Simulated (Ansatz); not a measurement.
# ScOs3 (element-swapped structure): how the settings move a single-point run

Question: which choices in the input matter for ScOs3 (element-swapped structure)?

Method: reference: DFT PBE, plane waves, PAW, scalar-relativistic, collinear spin, in Ansatz 0.2.0.

1 further run of the same task is left out (it didn't finish).

### Step 1. Starting point

Symmetry: P6_3/mmc, No. 194, hexagonal system. The conventional cell has a = 5.515 Å, b = 5.515 Å, c = 4.505 Å, α = 90.00°, β = 90.00°, γ = 120.00°. Around Os (site symmetry mm2) lie 8 Os at 2.66 to 2.85 Å and 4 Sc at 2.76 to 2.79 Å. Sc (site symmetry -6m2) is surrounded by 12 Os at 2.76 to 2.79 Å.

As a file:

```
Os Sc
1.0
     5.51515    0.00000    0.00000
    -2.75757    4.77626    0.00000
     0.00000    0.00000    4.50473
Os Sc
6 2
Direct
  0.83900 0.67800 0.25000
  0.16100 0.83900 0.75000
  0.32200 0.16100 0.25000
  0.16100 0.32200 0.75000
  0.83900 0.16100 0.25000
  0.67800 0.83900 0.75000
  0.33330 0.66670 0.25000
  0.66660 0.33330 0.75000
```

### Step 2. The reference run

input.yaml

```yaml
crystal:
  lattice:
    - [5.515146, 0.0, 0.0]
    - [-2.757573, 4.776262, 0.0]
    - [0.0, 0.0, 4.50473]
  atoms:
    - { symbol: Os, position: [0.839, 0.678, 0.25] }
    - { symbol: Os, position: [0.161, 0.839, 0.75] }
    - { symbol: Os, position: [0.322, 0.161, 0.25] }
    - { symbol: Os, position: [0.161, 0.322, 0.75] }
    - { symbol: Os, position: [0.839, 0.161, 0.25] }
    - { symbol: Os, position: [0.678, 0.839, 0.75] }
    - { symbol: Sc, position: [0.3333, 0.6667, 0.25] }
    - { symbol: Sc, position: [0.6666, 0.3333, 0.75] }
kpoints:
  mp_grid: { grid: [4, 4, 4], shift: [0, 0, 0] }
magnetization:
  spin_polarized: true
scf:
  occupations: { method: cold, width: 0.0694 }
hamiltonian:
  pseudopotentials: { kind: paw }
  xc: pbe
basis:
  ecutwfc: 420
output:
  forces: true
  stress: true
  eigenvalues: true
```

Command:

```bash
ansatz run input.yaml --threads 1 --pin off --max-ram 2560MiB --backend cpu --events-out ev --progress --plain --runs-dir out
```

### Step 3. Variant: occupations.method fermi_dirac, occupations.width 0.1, scf.algorithm direct_min

input.yaml, as its differences from that of step 2:

```diff
@@ -19,3 +19,4 @@
 scf:
-  occupations: { method: cold, width: 0.0694 }
+  occupations: { method: fermi_dirac, width: 0.1 }
+  algorithm: direct_min
 hamiltonian:
```

### Step 4. Changed: hubbard.sites [{species: Sc, l: d, u_eff: 2.0}], hubbard.double_counting fll

input.yaml, as its differences from that of step 2:

```diff
@@ -23,2 +23,3 @@
   xc: pbe
+  hubbard: { sites: [{ species: Sc, l: d, u_eff: 2.0 }], double_counting: fll }
 basis:
```

### Step 5. Changing settings: accuracy high

input.yaml, as its differences from that of step 2:

```diff
@@ -29 +29,6 @@
   eigenvalues: true
+  write_density: true
+  write_potential: true
+  elf: true
+  volumetric_format: npy
+accuracy: high
```

**Question.** What will these runs give? Wanted: for each run, ending; energy change; pressure; gap; force.

As calculated:

| run | ending | energy change | pressure (GPa) | gap (eV) | force (eV/Å) | cycles | time |
| --- | --- | --- | --- | --- | --- | --- | --- |
| reference | converged | 0 | 12.1 | 0.00 | 1.11 | 14 | 38 s |
| 1: occupations.method fermi_dirac, occupations.width 0.1, scf.algorithm direct_min | converged | +1.0 meV/atom (σ→0) | 12.5 | 0.00 | 1.07 | 9 | 7.2 min |
| 2: hubbard.sites [{species: Sc, l: d, u_eff: 2.0}], hubbard.double_counting fll | converged | +414.1 meV/atom (U changed: no physical gain or loss) | 14.3 | 0.00 | 1.05 | 13 | 40 s |
| 3: accuracy high | converged | 0.0 meV/atom | 12.1 | 0.00 | 1.11 | 17 | 52 s |

Times don't compare one to one where runs were asked for different outputs or read a saved state (see the inputs); cycles may leave out searches for a lower state.

Residual by cycle in the longest SCF loop of each run; runs are numbered as in the table. The quantity is the density residual dr2, in eV.

| cycle | reference | run 1 | run 2 | run 3 |
| --- | --- | --- | --- | --- |
| 1 | 64.4 | 63.7 | 34.7 | 64.4 |
| 2 | 6.13 | 1.94 | 5.85 | 6.13 |
| 4 | 0.166 | 2.0e-4 | 0.54 | 0.167 |
| 5 | 0.241 | 8.9e-6 | 0.347 | 0.242 |
| 7 | 0.0503 | 1.7e-7 | 0.00371 | 0.0503 |
| 8 | 0.00218 | 1.9e-8 | 1.7e-4 | 0.00218 |
| 10 | 1.5e-5 | - | 6.2e-6 | 1.5e-5 |
| 11 | 1.1e-5 | - | 8.7e-6 | 1.1e-5 |
| 13 | 1.2e-7 | - | 1.1e-8 | 1.2e-7 |
| 14 | 2.0e-8 | - | - | 1.9e-8 |
| 16 | - | - | - | 1.6e-10 |
| 17 | - | - | - | 9.5e-12 |

**Reading.** A changed U is a change of model: its shifts are not errors of convergence. The structure is not at rest: the sound run finds 12 GPa, so these are no properties of the relaxed crystal. 

Caveats on the reference run: it ends with small moments or none, though an odd electron count or open d shells could carry moments; its mesh is coarse for a cell with so small a gap or none; the structure is made up and not relaxed.
